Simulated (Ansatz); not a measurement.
# BaZrO3, space group Pm-3m: relaxations under a series of pressures

Computed with Ansatz 0.2.0 through its Python package.

Contents of `bazro3.cif`:
```cif
data_BaZrO3
_cell_length_a 4.191340
_cell_length_b 4.191340
_cell_length_c 4.191340
_cell_angle_alpha 90.00000
_cell_angle_beta 90.00000
_cell_angle_gamma 90.00000
_symmetry_space_group_name_H-M 'P 1'
_symmetry_Int_Tables_number 1
loop_
_symmetry_equiv_pos_as_xyz
'x, y, z'
loop_
_atom_site_label
_atom_site_type_symbol
_atom_site_fract_x
_atom_site_fract_y
_atom_site_fract_z
Ba1 Ba    0.000000    0.000000    0.000000
Zr2 Zr    0.500000    0.500000    0.500000
O3 O    0.000000    0.500000    0.500000
O4 O    0.500000    0.000000    0.500000
O5 O    0.500000    0.500000    0.000000
```

Notebook, run cell by cell (the value of a cell's last expression is shown):

```python
import warnings

import ansatz
from ase.io import read
import numpy as np
import pandas as pd

def edges_and_angles(cell):
    cell = np.asarray(cell)
    a, b, c = np.linalg.norm(cell, axis=1)
    cosines = cell[1] @ cell[2] / (b * c), cell[0] @ cell[2] / (a * c), cell[0] @ cell[1] / (a * b)
    return (a, b, c, *np.degrees(np.arccos(cosines)))

warnings.simplefilter("ignore", ansatz.DeckWarning)
```

```python
atoms = read("bazro3.cif")
structure = ansatz.Crystal.from_ase(atoms)
```

```python
structure.resolved().tree()["lattice"]
```

    ((4.19134, 0.0, 0.0), (0.0, 4.19134, 0.0), (0.0, 0.0, 4.19134))

```python
job = (
    structure.calculation()
    .kpoints(6)
    .occupations(ansatz.OccupationsMethod.FIXED)
    .functional("pbe")
    .basis(550)
    .pseudopotentials("paw")
)
```

```python
# H = F + PV, with 1 GPa A^3 = 1/160.21766 eV
rows = []
for pressure in [0, 2, 4, 6, 8]:
    out = job.relax(cell=True, pressure=pressure, max_steps=100).run(threads=1)
    cell = out.lattice.cell_ang
    n_atoms = len(out.lattice.sites)
    volume = abs(np.linalg.det(cell)) / n_atoms
    enthalpy = out.report["free_energy_ev"] / n_atoms + pressure * volume / 160.21766
    rows.append((pressure, volume, enthalpy, *edges_and_angles(cell)))
    print(f"{pressure} GPa done: {volume:.4f} A^3/atom")
```

    0 GPa done: 15.1074 A^3/atom
    2 GPa done: 14.9144 A^3/atom
    4 GPa done: 14.7261 A^3/atom
    6 GPa done: 14.5608 A^3/atom
    8 GPa done: 14.3980 A^3/atom

```python
table = pd.DataFrame(rows, columns=["P_GPa", "V_A3_atom", "H_eV_atom", "a", "b", "c", "alpha", "beta", "gamma"])
print(table.round(4).to_string(index=False))
p, v = np.array([row[0] for row in rows], float), np.array([row[1] for row in rows])
print("mean bulk modulus between rows (GPa):", np.round(-np.diff(p) / np.diff(np.log(v)), 1))
```

     P_GPa  V_A3_atom  H_eV_atom      a      b      c  alpha  beta  gamma
         0    15.1074 -2368.9423 4.2272 4.2272 4.2272   90.0  90.0   90.0
         2    14.9144 -2368.7549 4.2091 4.2091 4.2091   90.0  90.0   90.0
         4    14.7261 -2368.5699 4.1913 4.1913 4.1913   90.0  90.0   90.0
         6    14.5608 -2368.3871 4.1756 4.1756 4.1756   90.0  90.0   90.0
         8    14.3980 -2368.2064 4.1600 4.1600 4.1600   90.0  90.0   90.0
    mean bulk modulus between rows (GPa): [155.5 157.5 177.1 177.8]

The volume falls from 15.11 Å³ an atom at 0 GPa to 14.40 at 8 GPa, by 4.7 %. Between 0 and 2 GPa, -V dP/dV is about 156 GPa, a mean over that step.

Caveats:
- Absolute energies stand on the zero of these potentials, so only differences at equal settings mean something.
- The run is spin-unpolarised.
- At a fixed pressure a relaxation lowers the enthalpy F + PV, while F alone can rise.
- The structure is a deposited one; some such entries were measured under pressure or heat, so a shift against it needn't be the functional's error alone.
- Symmetry holds the cell in this phase, whether or not it is the stable one at each pressure.
- Run time: 55 s on 1 thread of Arm Neoverse V2, with other jobs on the host, peak memory 0.55 GiB.
